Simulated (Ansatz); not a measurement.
# Ba2SrP2O8: the cost of one run

Computed with Ansatz 0.2.0 (DFT, PBE, plane-wave PAW, default files, scalar-relativistic, as far as a step names no other, unless a step's input says otherwise).

## 1. Starting point

It takes space group R-3m (No. 166, trigonal). Conventional cell: a = 5.613 Å, b = 5.613 Å, c = 21.082 Å, α = 90.00°, β = 90.00°, γ = 120.00°. Ba (site symmetry 3m) is surrounded by 10 O at 2.58 to 2.97 Å. Sr (site symmetry -3m) is surrounded by 6 O at 2.68 Å. P (site symmetry 3m) is surrounded by 4 O at 1.54 to 1.57 Å. O (site symmetry m) is surrounded by 1 P at 1.57 Å. O (site symmetry 3m) has 1 P at 1.54 Å as nearest neighbours.

Structure file:

```cif
data_structure
_symmetry_space_group_name_H-M 'P 1'
_symmetry_Int_Tables_number 1
_cell_length_a 7.7387
_cell_length_b 7.7387
_cell_length_c 7.7387
_cell_angle_alpha 42.528
_cell_angle_beta 42.528
_cell_angle_gamma 42.528
_cell_volume 191.75
loop_
_atom_site_label
_atom_site_type_symbol
_atom_site_fract_x
_atom_site_fract_y
_atom_site_fract_z
_atom_site_occupancy
Ba1 Ba 0.20858 0.20858 0.20858 1
Ba2 Ba 0.79142 0.79142 0.79142 1
Sr1 Sr 0.00000 0.00000 0.00000 1
P1 P 0.40386 0.40386 0.40386 1
P2 P 0.59615 0.59615 0.59615 1
O1 O 0.73247 0.27696 0.27696 1
O2 O 0.27696 0.73247 0.27696 1
O3 O 0.27696 0.27696 0.73247 1
O4 O 0.26754 0.72304 0.72304 1
O5 O 0.72304 0.26754 0.72304 1
O6 O 0.72304 0.72304 0.26754 1
O7 O 0.33073 0.33073 0.33073 1
O8 O 0.66927 0.66927 0.66927 1
```

## 2. Single point at the given positions

Contents of input.yaml:

```yaml
crystal:
  lattice:
    - [2.8065369739, 1.6203548774, 7.0274790679]
    - [-2.8065369739, 1.6203548774, 7.0274790679]
    - [0.0, -3.2407097547, 7.0274790679]
  atoms:
    - { symbol: Ba, position: [0.208584, 0.208584, 0.208584] }
    - { symbol: Ba, position: [0.791416, 0.791416, 0.791416] }
    - { symbol: Sr, position: [0.0, 0.0, 0.0] }
    - { symbol: P, position: [0.403855, 0.403855, 0.403855] }
    - { symbol: P, position: [0.596145, 0.596145, 0.596145] }
    - { symbol: O, position: [0.732465, 0.276964, 0.276964] }
    - { symbol: O, position: [0.276964, 0.732465, 0.276964] }
    - { symbol: O, position: [0.276964, 0.276964, 0.732465] }
    - { symbol: O, position: [0.267535, 0.723036, 0.723036] }
    - { symbol: O, position: [0.723036, 0.267535, 0.723036] }
    - { symbol: O, position: [0.723036, 0.723036, 0.267535] }
    - { symbol: O, position: [0.330734, 0.330734, 0.330734] }
    - { symbol: O, position: [0.669266, 0.669266, 0.669266] }
kpoints:
  mp_grid: { grid: [5, 5, 5] }
scf:
  occupations: { method: fermi_dirac, width: 0.02 }
hamiltonian:
  xc: pbe
  pseudopotentials: { kind: paw }
output:
  forces: true
  stress: true
  populations: true
  efg:
    quadrupole_moments_barn: { Ba: 0.236, Sr: 0.305, O: -0.02558 }
    contact_densities: true
```

Command:

```sh
ansatz run input.yaml --threads 1 --pin off --max-ram 2560MiB --backend cpu --events-out ev --progress --plain --runs-dir out
```

Q: Estimate wall time and peak memory on 1 thread of Intel Xeon 6975P-C (Granite Rapids), shared host.

About 12 s, with a peak of 0.68 GiB.
